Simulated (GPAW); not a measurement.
Ta3AsAu2O13:

```
CELL_PARAMETERS angstrom
5.24237 3.02668 4.14273
-5.24237 3.02668 4.14273
0.00000 -6.05337 4.14273
ATOMIC_POSITIONS crystal
Ta 0.23108 0.57229 0.23108
Ta 0.23108 0.23108 0.57229
Ta 0.57229 0.23108 0.23108
As 0.55878 0.55878 0.55878
Au 0.96559 0.96559 0.96559
Au 0.75105 0.75105 0.75105
O 0.40884 0.66762 0.40884
O 0.40884 0.40884 0.66762
O 0.66762 0.40884 0.40884
O 0.49726 0.01313 0.36024
O 0.36024 0.49726 0.01313
O 0.01313 0.36024 0.49726
O 0.36024 0.01313 0.49726
O 0.01313 0.49726 0.36024
O 0.49726 0.36024 0.01313
O 0.10963 0.74806 0.10963
O 0.10963 0.10963 0.74806
O 0.74806 0.10963 0.10963
O 0.30840 0.30840 0.30840
```

The cell was built by a generator and needn't be a form met in nature.

Base run:

```yaml
Program: GPAW 26.7.0
Functional: PBE
Potentials_or_basis: GPAW PAW data sets (gpaw-data 1.2.1)
Cutoff: 800 eV
Basis: pw
k_mesh: 3 × 3 × 3
Occupations: fermi-dirac, width 0.05 eV
Spin: no spin polarisation
```

Its results: band gap on the k mesh 1.11 eV, indirect (least direct gap 1.16 eV); pressure 0.8 GPa; largest force 0.264 eV/Å.

Problem. After a change of settings the same cell gave: band gap on the k mesh 1.46 eV, indirect (least direct gap 1.51 eV); pressure -2.4 GPa; largest force 0.505 eV/Å. Which change was it?
A. k mesh from 3 × 3 × 3 to 2 × 2 × 2
B. functional from PBE to r2SCAN
C. functional from PBE to LDA; potentials or basis from GPAW PAW data sets (gpaw-data 1.2.1) to the program's PAW data sets (release 1.2.1) made for this functional
D. k mesh from 3 × 3 × 3 to 4 × 4 × 4; spin from no spin polarisation to spin-orbit coupling, no magnetisation

Solution. B.

r2SCAN gives the wider gap, since meta-GGAs in the generalised Kohn-Sham scheme recover part of the derivative discontinuity.

Caveats: with this Au data set, volumes or pressures lay over 1.5 % or 2 GPa off other programs in two to four cells of ten; spin-orbit coupling is left out, which moves the levels of the heavy elements; the PAW data sets were made with another functional, which shifts forces and pressure a little (some runs).
